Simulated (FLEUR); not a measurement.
# NbTe (P-6m2) in FLEUR: a series of runs, part 2 of 2

FLEUR MaX-R8.1 (later development tree).

### Step 5. Equation of state, SCAN, 21.93 Å³/atom

Changes to inp.xml since step 4:

```diff
@@ -27,3 +27,3 @@
       <xi:include xmlns:xi="http://www.w3.org/2001/XInclude" href="sym.xml"> </xi:include>
-      <bulkLattice scale="0.9864848297">
+      <bulkLattice scale="1.0000000000">
          <bravaisMatrix>
```

Launch:

```bash
$ inpgen -f crystal.txt -profile fastHighL
$ # inp.xml edited to the form shown
$ fleur_MPI
```

It took 2.3 min on 1 thread of Arm Neoverse V1, shared host; peak memory 0.11 GiB.

It converged, with:

| Item | Value |
| --- | --- |
| Free energy | -288939.6235 eV |
| Band gap on the k mesh | none (metal or under the smearing width) |
| Valence electrons inside the program's atomic spheres | Te 19.00; Nb 10.97 (radii Te 2.27, Nb 2.52 bohr) |

Caveat: the meta-GGA is that of a development version, with a GGA for the radial functions and cores and without core tails.

### Step 6. Equation of state, SCAN, 22.81 Å³/atom (volume scaled by 1.04)

Changes to inp.xml since step 5:

```diff
@@ -27,3 +27,3 @@
       <xi:include xmlns:xi="http://www.w3.org/2001/XInclude" href="sym.xml"> </xi:include>
-      <bulkLattice scale="1.0000000000">
+      <bulkLattice scale="1.0131594038">
          <bravaisMatrix>
```

Potentials or basis: all-electron, FLAPW.

Launch:

```bash
$ inpgen -f crystal.txt -profile fastHighL
$ # inp.xml edited to the form shown
$ fleur_MPI
```

Run time: 2.7 min. Hardware: 1 thread of Arm Neoverse V1, shared host; peak memory 0.11 GiB.

The run converged. Its results:

```yaml
Free_energy: -288939.5552 eV
Band_gap_on_the_k_mesh: none (metal or under the smearing width)
Valence_electrons_inside_the_program's_atomic_spheres: Te 18.98; Nb 10.91 (radii Te 2.27, Nb 2.52 bohr)
```

Caveat: the meta-GGA is that of a development version, with a GGA for the radial functions and cores and without core tails.

### Step 7. Equation of state, SCAN, 23.25 Å³/atom (volume scaled by 1.06)

Changes to inp.xml since step 6:

```diff
@@ -27,3 +27,3 @@
       <xi:include xmlns:xi="http://www.w3.org/2001/XInclude" href="sym.xml"> </xi:include>
-      <bulkLattice scale="1.0131594038">
+      <bulkLattice scale="1.0196128224">
          <bravaisMatrix>
```

Launch:

```bash
$ inpgen -f crystal.txt -profile fastHighL
$ # inp.xml edited to the form shown
$ fleur_MPI
```

It took 2.9 min on 1 thread of Arm Neoverse V1, shared host; peak memory 0.12 GiB.

Results (log left out):

```yaml
Free_energy: -288939.5061 eV
Band_gap_on_the_k_mesh: none (metal or under the smearing width)
Valence_electrons_inside_the_program's_atomic_spheres: Te 18.97; Nb 10.88 (radii Te 2.27, Nb 2.52 bohr)
```

Caveat: the meta-GGA is that of a development version, with a GGA for the radial functions and cores and without core tails.

### Step 8. Equation of state, SCAN

This step only gathers the single runs of the series.

Results:

```yaml
Equilibrium_volume: 21.20 Å³/atom
Bulk_modulus_at_fixed_shape_and_positions: 132 GPa
```

Energy against volume, from the lowest point:
```csv
volume (Å³/atom),energy (meV/atom)
20.618,6.40
21.057,0.00
21.934,9.49
22.812,43.61
23.250,68.15
```

Caveat: the meta-GGA is that of a development version, with a GGA for the radial functions and cores and without core tails; the cell was scaled at fixed shape and fractional positions, which overstates the stiffness of a crystal with free parameters, most of all of layers and chains. The run has no spin-orbit coupling, so splittings on Te are missing.
